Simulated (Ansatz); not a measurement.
# Cl₂H₄N₂Sn: a ladder of functionals and wavefunction methods

Aim: compute Cl₂H₄N₂Sn with functionals from several rungs and with coupled cluster, and see how far each lands from CCSD(T) at the basis-set limit for the atomisation energy.

Program: Ansatz 0.2.0, Gaussian basis. Level of theory: functionals in def2-TZVPP, the program's frozen cores in correlated methods. These are calculated values, not measurements.

Levels to be run: LDA (SPW92), PBE-D4, revPBE-D4, BLYP-D4, r2SCAN-D4, B97M-V, PBE0-D4, B3LYP-D4, r2SCANh-D4, r2SCAN0-D4, HSE06-D4, BHLYP-D4, CAM-B3LYP-D4, LC-ωPBE, ωB97X-V, ωB97M-V, B2PLYP, PBE-QIDH; CCSD(T)/def2-SVP; CCSD(T)/def2-TZVPP; MP2/def2-QZVPP; extrapolation to the limit; RPA on PBE.

## Step 1: The geometry

The geometry comes from an earlier relaxation with PBE0-D4 in a triple-zeta def2 set; it is a stationary point, not always the lowest conformer. Sn takes the def2 core potential; no spin-orbit term is included.

SMILES `[NH2][Sn]([NH2])([Cl])[Cl]`, 9 atoms, charge 0, spin multiplicity 1.

Atoms are counted from 1 here; the program's logs count them from 0.

Bond lengths: N1–Sn2 1.996 Å, N1–H6 1.012 Å, N1–H7 1.013 Å, Sn2–N3 1.996 Å, Sn2–Cl4 2.321 Å, Sn2–Cl5 2.322 Å, N3–H8 1.012 Å, N3–H9 1.013 Å. Angles: Sn2–N1–H6 112.8°, Sn2–N1–H7 113.4°, H6–N1–H7 108.6°, N1–Sn2–N3 109.2°, N1–Sn2–Cl4 104.7°, N1–Sn2–Cl5 115.9°, N3–Sn2–Cl4 115.9°, N3–Sn2–Cl5 104.7°, Cl4–Sn2–Cl5 106.8°, Sn2–N3–H8 112.8°, Sn2–N3–H9 113.4°, H8–N3–H9 108.6°.

Coordinates:

```xyz
9
charge 0, multiplicity 1
N    -1.61117    0.62837   -0.32092
Sn    0.30552    0.07364   -0.34611
N     0.73696   -0.87693    1.35459
Cl    0.53253   -1.17400   -2.29054
Cl    1.85834    1.79499   -0.46908
H    -1.94586    0.92628   -1.22859
H    -1.80986    1.35792    0.35263
H     1.73227   -0.99442    1.49659
H     0.28978   -1.78194    1.43434
```

## Step 2: LDA

This LDA is Slater exchange with PW92 correlation.

The input, in.yaml:

```yaml
crystal:
  periodic: [false, false, false]
  atoms:
    - {symbol: N, position_ang: [-1.611166, 0.628372, -0.320923]}
    - {symbol: Sn, position_ang: [0.305516, 0.073636, -0.346109]}
    - {symbol: N, position_ang: [0.736959, -0.876933, 1.354591]}
    - {symbol: Cl, position_ang: [0.532528, -1.173999, -2.290541]}
    - {symbol: Cl, position_ang: [1.858342, 1.794989, -0.469085]}
    - {symbol: H, position_ang: [-1.945863, 0.926276, -1.228593]}
    - {symbol: H, position_ang: [-1.809863, 1.357918, 0.352630]}
    - {symbol: H, position_ang: [1.732268, -0.994421, 1.496586]}
    - {symbol: H, position_ang: [0.289778, -1.781939, 1.434343]}
basis:
  gaussian: {orbitals: def2-TZVPP}
hamiltonian: {xc: lda}
output: {orbitals: {seedname: orbitals}}
```

Started as:

```bash
$ ansatz run in.yaml --threads 4 --pin off --events-out ev --progress --plain --max-ram 10444MiB
```

Further steps of the session: PBE-D4 (GGA); revPBE-D4 (GGA); BLYP-D4 (GGA); r2SCAN-D4 (meta-GGA); B97M-V (meta-GGA); B3LYP-D4 (hybrid); r2SCANh-D4 (hybrid); r2SCAN0-D4 (hybrid); HSE06-D4 (hybrid); BHLYP-D4 (hybrid); CAM-B3LYP-D4 (range-separated); LC-ωPBE (range-separated); ωB97X-V (range-separated); ωB97M-V (range-separated); B2PLYP (double hybrid); PBE-QIDH (double hybrid); CCSD(T) in def2-SVP; CCSD(T) in def2-TZVPP; MP2 in def2-QZVPP; RPA on PBE orbitals.

Before running them: what should the planned runs give, taken together? Wanted: atomisation energy, CCSD(T)/CBS; farthest beyond LDA; mean size of error, GGA; mean size of error, meta-GGA; mean size of error, hybrid; mean size of error, range-separated; mean size of error, double hybrid; gap, smallest and largest; T1 diagnostic.

The runs gave:

| quantity | value |
| --- | --- |
| atomisation energy, CCSD(T)/CBS | 2793.7 kJ/mol |
| functionals within 27.9 kJ/mol (1.0 %) | BLYP-D4, B97M-V, ωB97X-V, ωB97M-V |
| farthest beyond LDA | BHLYP-D4 (-142.7 kJ/mol) |
| mean size of error, GGA | 38.6 kJ/mol |
| mean size of error, meta-GGA | 21.7 kJ/mol |
| mean size of error, hybrid | 71.7 kJ/mol |
| mean size of error, range-separated | 25.7 kJ/mol |
| mean size of error, double hybrid | 73.9 kJ/mol |
| gap, smallest and largest | 4.04 eV (LDA (SPW92)), 11.65 eV (LC-ωPBE) |
| T1 diagnostic | 0.0115 |
| triples share of the correlation energy | 3.8 % |

What this shows: The LDA atomisation energy is off by 421.7 kJ/mol (15 %): it overbinds. PBE-D4 is off by +37.0 kJ/mol. Double hybrids carry the basis error of their MP2 part in triple zeta, and no dispersion term here, so their miss is partly the set-up's. The rungs meta-GGA, range-separated miss on average by less than the doubt on the reference (27.9 kJ/mol), so they tie. The reference freezes the cores and leaves out spin-orbit coupling and excitations past (T), and its outer-core shells are covered unevenly, so misses under about 27.9 kJ/mol can't be ranked. All levels share the lack of spin-orbit coupling, which lowers the free heavy atoms and so the true binding. Hartree-Fock recovers 64 % of the binding; the rest is correlation. CCSD(T) in def2-SVP is off by -315.9 kJ/mol, so the small basis spoils what the method gains. The gap grows from 4.0 to 11.7 eV across the functionals, mostly with the share of exact exchange. Correlated methods include outer-core shells of Sn, which these sets cover unevenly.
